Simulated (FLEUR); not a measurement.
# Sn3Se (Pm-3m) in FLEUR: a series of runs

Runs on Sn3Se. Level: LDA. Tasks: band structure, equation of state.

Everything below comes from runs of FLEUR MaX-R8.1 (later development tree). Logs are shortened: lines on timing, memory, paths and dates and some standing lists are left out, and cuts for length are marked.

## 1. Starting point

The structure is cubic, space group Pm-3m (No. 221). The conventional cell has a = 4.742 Å, b = 4.742 Å, c = 4.742 Å, α = 90.00°, β = 90.00°, γ = 90.00°. Sn (site symmetry 4/mmm) has 8 Sn at 3.35 Å and 4 Se at 3.35 Å as nearest neighbours. Around Se (site symmetry m-3m) lie 12 Sn at 3.35 Å.

The cell comes from a database or a generator and needn't be the stable form of this composition.

## 2. Band structure, LDA

inp.xml reads:

```xml
<?xml version="1.0" encoding="UTF-8" standalone="no"?>
<fleurInput fleurInputVersion="0.39">
   <comment>
      Sn3Se                                                                                               
   </comment>
   <calculationSetup>
      <cutoffs Kmax="4.1" Gmax="12.7" GmaxXC="12.7" numbands="0"/>
      <scfLoop itmax="60" minDistance="0.00001" maxIterBroyd="15" imix="Anderson" alpha="0.05" precondParam="0.0" spinf="2.0" sdNocoIR="T"/>
      <coreElectrons ctail="T" frcor="F" kcrel="0" coretail_lmax="0"/>
      <xcFunctional name="vwn" relativisticCorrections="F"/>
      <magnetism jspins="1"/>
      <soc l_soc="F" theta="0.0" phi="0.0" spav="F"/>
      <expertModes spex="0" secvar="F"/>
      <geometryOptimization l_f="F" forcealpha="1.0" forcemix="BFGS" epsdisp="0.00001" epsforce="0.00001"/>
      <ldaU l_linMix="F" mixParam="0.05" spinf="1.0"/>
   </calculationSetup>
   <cell>
      <bzIntegration valenceElectrons="82.0" mode="hist" fermiSmearingEnergy="0.00183747">
         <kPointListSelection listName="default-1"/>
         <!-- k-points included here -->
         <xi:include xmlns:xi="http://www.w3.org/2001/XInclude" href="kpts.xml"> </xi:include>
      </bzIntegration>
      <!-- symmetry operations included here -->
      <xi:include xmlns:xi="http://www.w3.org/2001/XInclude" href="sym.xml"> </xi:include>
      <bulkLattice scale="1.0">
         <bravaisMatrix>
[... 35 lines left out ...]
         <lo type="SCLO" l="1" n="4" eDeriv="2"/>
         <lo type="SCLO" l="3" n="4" eDeriv="2"/>
      </species>
   </atomSpecies>
   <atomGroups>
      <atomGroup species="Tin (Sn)">
         <relPos label="                   1">1.000/2.000 1.000/2.000 .0000000000</relPos>
         <relPos label="                   2">1.000/2.000 .0000000000 1.000/2.000</relPos>
         <relPos label="                   3">.0000000000 1.000/2.000 1.000/2.000</relPos>
         <force calculate="T" relaxXYZ="TTT"/>
      </atomGroup>
      <atomGroup species="Selenium (Se)">
         <relPos label="                   4">.0000000000 .0000000000 .0000000000</relPos>
         <force calculate="T" relaxXYZ="TTT"/>
      </atomGroup>
   </atomGroups>
   <output dos="F" band="F" slice="F">
      <checks vchk="F" cdinf="F"/>
      <bandDOS minEnergy="-.5*Htr" maxEnergy="0.5*Htr" sigma="0.015" storeEVData="T"/>
      <vacuumDOS vacdos="F" integ="F" star="F" nstars="0" locx1="0.0" locy1="0.0" locx2="0.0" locy2="0.0" nstm="0" tworkf="0.0"/>
      <unfoldingBand unfoldBand="F" supercellX="1" supercellY="1" supercellZ="1"/>
      <plotting iplot="0" polar="F">
         <plot TwoD="T" vec1="  1.0  0.0  0.0" vec2="  0.0  1.0  0.0" vec3="  0.0  0.0  1.0" zero="  0.0  0.0  0.0" file="plot"/>
      </plotting>
      <chargeDensitySlicing numkpt="0" minEigenval="0.0" maxEigenval="0.0" nnne="0" pallst="F"/>
      <specialOutput eonly="F"/>
      <moessbauerParams electricFieldGradient="T" isomerShift="T" coreHyperfine="T" valenceHyperfine="T"/>
      <magneticCircularDichroism mcd="F" energyLo="-10.0" energyUp="0.0"/>
   </output>
  <!-- We include the file relax.xml here to enable relaxations (see documentation) -->
  <xi:include xmlns:xi="http://www.w3.org/2001/XInclude" href="relax.xml"> <xi:fallback/> </xi:include>
</fleurInput>
```

crystal.txt reads:

```
Sn3Se
&input cartesian=F /
4.7418790000  0.0000000000  0.0000000000
0.0000000000  4.7418790000  0.0000000000
0.0000000000  0.0000000000  4.7418790000
1.8897261246
1.0 1.0 1.0

4
50 0.5000000000  0.5000000000  0.0000000000
50 0.5000000000  0.0000000000  0.5000000000
50 0.0000000000  0.5000000000  0.5000000000
34 0.0000000000  0.0000000000  0.0000000000

&kpt div1=6 div2=6 div3=6 gamma=T /
```

inp.xml (bands) reads:

```
<?xml version="1.0" encoding="UTF-8" standalone="no"?>
<fleurInput fleurInputVersion="0.39">
   <comment>
      Sn3Se                                                                                               
   </comment>
   <calculationSetup>
      <cutoffs Kmax="4.1" Gmax="12.7" GmaxXC="12.7" numbands="0"/>
      <scfLoop itmax="60" minDistance="0.00001" maxIterBroyd="15" imix="Anderson" alpha="0.05" precondParam="0.0" spinf="2.0" sdNocoIR="T"/>
      <coreElectrons ctail="T" frcor="F" kcrel="0" coretail_lmax="0"/>
      <xcFunctional name="vwn" relativisticCorrections="F"/>
      <magnetism jspins="1"/>
      <soc l_soc="F" theta="0.0" phi="0.0" spav="F"/>
      <expertModes spex="0" secvar="F"/>
      <geometryOptimization l_f="F" forcealpha="1.0" forcemix="BFGS" epsdisp="0.00001" epsforce="0.00001"/>
      <ldaU l_linMix="F" mixParam="0.05" spinf="1.0"/>
   </calculationSetup>
   <cell>
      <bzIntegration valenceElectrons="82.0" mode="hist" fermiSmearingEnergy="0.00183747">
         <kPointListSelection listName="path-1"/>
         <!-- k-points included here -->
         <xi:include xmlns:xi="http://www.w3.org/2001/XInclude" href="kpts.xml"> </xi:include>
      </bzIntegration>
      <!-- symmetry operations included here -->
      <xi:include xmlns:xi="http://www.w3.org/2001/XInclude" href="sym.xml"> </xi:include>
      <bulkLattice scale="1.0">
         <bravaisMatrix>
[... 34 lines left out ...]
         <lo type="SCLO" l="0" n="4" eDeriv="2"/>
         <lo type="SCLO" l="1" n="4" eDeriv="2"/>
         <lo type="SCLO" l="3" n="4" eDeriv="2"/>
      </species>
   </atomSpecies>
   <atomGroups>
      <atomGroup species="Tin (Sn)">
         <relPos label="                   1">1.000/2.000 1.000/2.000 .0000000000</relPos>
         <relPos label="                   2">1.000/2.000 .0000000000 1.000/2.000</relPos>
         <relPos label="                   3">.0000000000 1.000/2.000 1.000/2.000</relPos>
         <force calculate="T" relaxXYZ="TTT"/>
      </atomGroup>
      <atomGroup species="Selenium (Se)">
         <relPos label="                   4">.0000000000 .0000000000 .0000000000</relPos>
         <force calculate="T" relaxXYZ="TTT"/>
      </atomGroup>
   </atomGroups>
   <output dos="F" band="T" slice="F">
      <checks vchk="F" cdinf="F"/>
      <bandDOS minEnergy="-.5*Htr" maxEnergy="0.5*Htr" sigma="0.015" storeEVData="T"/>
      <vacuumDOS vacdos="F" integ="F" star="F" nstars="0" locx1="0.0" locy1="0.0" locx2="0.0" locy2="0.0" nstm="0" tworkf="0.0"/>
      <unfoldingBand unfoldBand="F" supercellX="1" supercellY="1" supercellZ="1"/>
      <plotting iplot="0" polar="F">
         <plot TwoD="T" vec1="  1.0  0.0  0.0" vec2="  0.0  1.0  0.0" vec3="  0.0  0.0  1.0" zero="  0.0  0.0  0.0" file="plot"/>
      </plotting>
      <chargeDensitySlicing numkpt="0" minEigenval="0.0" maxEigenval="0.0" nnne="0" pallst="F"/>
      <specialOutput eonly="F"/>
      <moessbauerParams electricFieldGradient="T" isomerShift="T" coreHyperfine="T" valenceHyperfine="T"/>
      <magneticCircularDichroism mcd="F" energyLo="-10.0" energyUp="0.0"/>
   </output>
  <!-- We include the file relax.xml here to enable relaxations (see documentation) -->
  <xi:include xmlns:xi="http://www.w3.org/2001/XInclude" href="relax.xml"> <xi:fallback/> </xi:include>
</fleurInput>
```

Potentials or basis: all-electron, FLAPW.

Launch:

```
$ inpgen -f crystal.txt -profile fastHighL
$ # inp.xml edited to the form shown
$ fleur_MPI
$ fleur_MPI   # second run, on inp.xml (bands)
```

Log:

```text
Welcome to FLEUR        (www.flapw.de)
      MaX-Release 8.1          (www.max-centre.eu)

 ========== k-point set info ==========
 Selected k-point list: default-1
 k-point list type: mesh
 6 x 6 x 6
 Number of k points: 20

 ------------Calculation Setup---------------------------
 Number of MPI-tasks      :            1
 Number of PE/node        :            1
 Number of OMP-threads    :            1
 Most efficient MPI parallelization for:
           1           2           4           5          10          20
 Additional eigenvalue parallelization possible
 Number of basis functions:          988
 Approximate size of matrices (H+S) per k-point:         0.015 GB
 --------------------------------------------------------
 Iteration:     1   Distance:       4.56024598 me/bohr^3
 Iteration:     2   Distance:       4.11752030 me/bohr^3
 Iteration:     3   Distance:       2.38410025 me/bohr^3
 Iteration:     4   Distance:       1.31712063 me/bohr^3
 Iteration:     5   Distance:       0.60498015 me/bohr^3
 Iteration:     6   Distance:       0.09885034 me/bohr^3
 Iteration:     7   Distance:       0.11776870 me/bohr^3
 Iteration:     8   Distance:       0.05629056 me/bohr^3
 Iteration:     9   Distance:       0.02639068 me/bohr^3
 Iteration:    10   Distance:       0.00250417 me/bohr^3
 Iteration:    11   Distance:       0.00102429 me/bohr^3
 Iteration:    12   Distance:       0.00100397 me/bohr^3
 Iteration:    13   Distance:       0.00021641 me/bohr^3
 Iteration:    14   Distance:       0.00001275 me/bohr^3
 Iteration:    15   Distance:       0.00003081 me/bohr^3
 Iteration:    16   Distance:       0.00002433 me/bohr^3
 Iteration:    17   Distance:       0.00000541 me/bohr^3

 ********************************************************************
 Run finished successfully
 Stop message:
   all done
 ********************************************************************
```

Run time: 3.4 min. Hardware: 1 thread of Arm Neoverse V2, shared host; peak memory 0.1 GiB.

What came out:

```
Free energy                                           : -570036.9368 eV
Band gap along the path                               : none (metal or under the smearing width)
Valence electrons inside the program's atomic spheres : Sn 20.15; Se 14.95 (radii Sn 2.66, Se 2.66 bohr)
```

Levels at the corners of the path, in eV from the Fermi level:
```csv
point,band 39,band 40,band 41,band 42,band 43,band 44
Γ,-4.27,-0.03,-0.03,-0.03,2.24,2.24
X,-1.82,-1.75,-1.75,-0.12,1.85,2.08
M,-2.03,-2.03,-0.66,0.10,0.10,0.13
Γ,-4.27,-0.03,-0.03,-0.03,2.24,2.24
R,-5.19,-4.65,1.97,1.97,1.97,5.80
X,-1.82,-1.75,-1.75,-0.12,1.85,2.08
M,-2.03,-2.03,-0.66,0.10,0.10,0.13
R,-5.19,-4.65,1.97,1.97,1.97,5.80
```

Core levels (eV from the Fermi level):
| atom | levels |
| --- | --- |
| 1 Sn | 1s1/2 -28957.3, 2s1/2 -4367.6, 2p1/2 -4081.7, 2p3/2 -3851.4, 3s1/2 -838.9, 3p1/2 -722.6, 3p3/2 -680.5, 3d3/2 -474.1, 3d5/2 -465.5 |
| 2 Sn | 1s1/2 -28957.3, 2s1/2 -4367.6, 2p1/2 -4081.7, 2p3/2 -3851.4, 3s1/2 -838.9, 3p1/2 -722.6, 3p3/2 -680.5, 3d3/2 -474.1, 3d5/2 -465.5 |
| 3 Sn | 1s1/2 -28957.3, 2s1/2 -4367.6, 2p1/2 -4081.7, 2p3/2 -3851.4, 3s1/2 -838.9, 3p1/2 -722.6, 3p3/2 -680.5, 3d3/2 -474.1, 3d5/2 -465.5 |
| 4 Se | 1s1/2 -12474.1, 2s1/2 -1598.5, 2p1/2 -1434.9, 2p3/2 -1393.3, 3s1/2 -207.2, 3p1/2 -151.3, 3p3/2 -145.4 |

Caveat: spin-orbit coupling is left out, which moves the levels of the heavy elements.

## 3. Equation of state, LDA, 25.06 Å³/atom (volume scaled by 0.94)

Changes to inp.xml since step 2:

```diff
@@ -24,3 +24,3 @@
       <xi:include xmlns:xi="http://www.w3.org/2001/XInclude" href="sym.xml"> </xi:include>
-      <bulkLattice scale="1.0">
+      <bulkLattice scale="0.9795861087">
          <bravaisMatrix>
```

Potentials or basis: all-electron, FLAPW.

Launch:

```
$ inpgen -f crystal.txt -profile fastHighL
$ # inp.xml edited to the form shown
$ fleur_MPI
```

Log:

```text
Welcome to FLEUR        (www.flapw.de)
      MaX-Release 8.1          (www.max-centre.eu)

 ========== k-point set info ==========
 Selected k-point list: default-1
 k-point list type: mesh
 6 x 6 x 6
 Number of k points: 20

 ------------Calculation Setup---------------------------
 Number of MPI-tasks      :            1
 Number of PE/node        :            1
 Number of OMP-threads    :            1
 Most efficient MPI parallelization for:
           1           2           4           5          10          20
 Additional eigenvalue parallelization possible
 Number of basis functions:          980
 Approximate size of matrices (H+S) per k-point:         0.014 GB
 --------------------------------------------------------
 Iteration:     1   Distance:       4.57007469 me/bohr^3
 Iteration:     2   Distance:       4.15379470 me/bohr^3
 Iteration:     3   Distance:       2.31883614 me/bohr^3
 Iteration:     4   Distance:       0.95048255 me/bohr^3
 Iteration:     5   Distance:       0.59574854 me/bohr^3
 Iteration:     6   Distance:       0.09800204 me/bohr^3
 Iteration:     7   Distance:       0.11266292 me/bohr^3
 Iteration:     8   Distance:       0.04955985 me/bohr^3
 Iteration:     9   Distance:       0.00935297 me/bohr^3
 Iteration:    10   Distance:       0.00329121 me/bohr^3
 Iteration:    11   Distance:       0.00197193 me/bohr^3
 Iteration:    12   Distance:       0.00123776 me/bohr^3
 Iteration:    13   Distance:       0.00034538 me/bohr^3
 Iteration:    14   Distance:       0.00002998 me/bohr^3
 Iteration:    15   Distance:       0.00002191 me/bohr^3
 Iteration:    16   Distance:       0.00001824 me/bohr^3
 Iteration:    17   Distance:       0.00000620 me/bohr^3

 ********************************************************************
 Run finished successfully
 Stop message:
   all done
 ********************************************************************
```

out.xml (last iteration):

```text
<iteration numberForCurrentRun="   17" overallNumber="   17">
         <energyParameters units="Htr">
            <atomicEP atomType="1" spin="1" branch="5s" branchLowest="-4.46" branchHighest="0.66" value="0.0043502343"/>
            <atomicEP atomType="1" spin="1" branch="5p" branchLowest="-2.84" branchHighest="1.27" value="0.2300761856"/>
            <atomicEP atomType="1" spin="1" branch="4d" branchLowest="-16.94" branchHighest="-0.47" value="-0.4892768564"/>
[... 152 lines left out ...]
            </atomTypeDependentContributions>
            <tkbTimesEntropy value="0.0007532056"/>
            <freeEnergy value="-20948.4747883145"/>
            <extrapolationTo0K value="-20948.4744117116"/>
         </totalEnergy>
         <densityConvergence units="me/bohr^3">
            <chargeDensity spin="1" distance="0.0000061965"/>
         </densityConvergence>
      </iteration>
```

Run time: 2.5 min. Hardware: 1 thread of Arm Neoverse V2, shared host; peak memory 0.09 GiB.

What came out:

```yaml
Free_energy: -570037.0387 eV
Band_gap_on_the_k_mesh: none (metal or under the smearing width)
Valence_electrons_inside_the_program's_atomic_spheres: Sn 20.20; Se 15.00 (radii Sn 2.66, Se 2.66 bohr)
```

## 4. Equation of state, LDA, 25.59 Å³/atom (volume scaled by 0.96)

Changes to inp.xml since step 3:

```diff
@@ -24,3 +24,3 @@
       <xi:include xmlns:xi="http://www.w3.org/2001/XInclude" href="sym.xml"> </xi:include>
-      <bulkLattice scale="0.9795861087">
+      <bulkLattice scale="0.9864848297">
          <bravaisMatrix>
```

Launch:

```
$ inpgen -f crystal.txt -profile fastHighL
$ # inp.xml edited to the form shown
$ fleur_MPI
```

Run time: 2.6 min. Hardware: 1 thread of Arm Neoverse V2, shared host; peak memory 0.1 GiB.

It converged, with:

* Free energy: -570037.0180 eV
* Band gap on the k mesh: none (metal or under the smearing width)
* Valence electrons inside the program's atomic spheres: Sn 20.18; Se 14.98 (radii Sn 2.66, Se 2.66 bohr)

## 5. Equation of state, LDA, 26.66 Å³/atom

Changes to inp.xml since step 4:

```diff
@@ -24,3 +24,3 @@
       <xi:include xmlns:xi="http://www.w3.org/2001/XInclude" href="sym.xml"> </xi:include>
-      <bulkLattice scale="0.9864848297">
+      <bulkLattice scale="1.0000000000">
          <bravaisMatrix>
```

Launch:

```
$ inpgen -f crystal.txt -profile fastHighL
$ # inp.xml edited to the form shown
$ fleur_MPI
```

Wall time 2.7 min (1 thread of Arm Neoverse V2, shared host); peak memory 0.1 GiB.

Results (log left out):

- Free energy: -570036.9368 eV
- Band gap on the k mesh: none (metal or under the smearing width)
- Valence electrons inside the program's atomic spheres: Sn 20.15; Se 14.95 (radii Sn 2.66, Se 2.66 bohr)

## 6. Equation of state, LDA, 27.72 Å³/atom (volume scaled by 1.04)

Changes to inp.xml since step 5:

```diff
@@ -24,3 +24,3 @@
       <xi:include xmlns:xi="http://www.w3.org/2001/XInclude" href="sym.xml"> </xi:include>
-      <bulkLattice scale="1.0000000000">
+      <bulkLattice scale="1.0131594038">
          <bravaisMatrix>
```

Potentials or basis: all-electron, FLAPW.

Launch:

```
$ inpgen -f crystal.txt -profile fastHighL
$ # inp.xml edited to the form shown
$ fleur_MPI
```

Wall time 2.6 min (1 thread of Arm Neoverse V2, shared host); peak memory 0.1 GiB.

It converged, with:

* Free energy: -570036.8118 eV
* Band gap on the k mesh: none (metal or under the smearing width)
* Valence electrons inside the program's atomic spheres: Sn 20.12; Se 14.93 (radii Sn 2.66, Se 2.66 bohr)

## 7. Equation of state, LDA, 28.26 Å³/atom (volume scaled by 1.06)

Changes to inp.xml since step 6:

```diff
@@ -24,3 +24,3 @@
       <xi:include xmlns:xi="http://www.w3.org/2001/XInclude" href="sym.xml"> </xi:include>
-      <bulkLattice scale="1.0131594038">
+      <bulkLattice scale="1.0196128224">
          <bravaisMatrix>
```

Launch:

```
$ inpgen -f crystal.txt -profile fastHighL
$ # inp.xml edited to the form shown
$ fleur_MPI
```

Wall time 3.1 min (1 thread of Arm Neoverse V2, shared host); peak memory 0.1 GiB.

Results (log left out):

| Quantity | Value |
| --- | --- |
| Free energy | -570036.7359 eV |
| Band gap on the k mesh | none (metal or under the smearing width) |
| Valence electrons inside the program's atomic spheres | Sn 20.11; Se 14.92 (radii Sn 2.66, Se 2.66 bohr) |

## 8. Equation of state, LDA

No new run: the results of the series are fitted here.

Results:

```
Equilibrium volume : 24.62 Å³/atom (rough: see the caveat)
Bulk modulus       : 59 GPa (rough)
```

Energy against volume, from the lowest point:
```csv
volume (Å³/atom),energy (meV/atom)
25.056,0.00
25.590,5.18
26.656,25.47
27.722,56.73
28.255,75.72
```

Caveat: the minimum lies outside the volumes run.
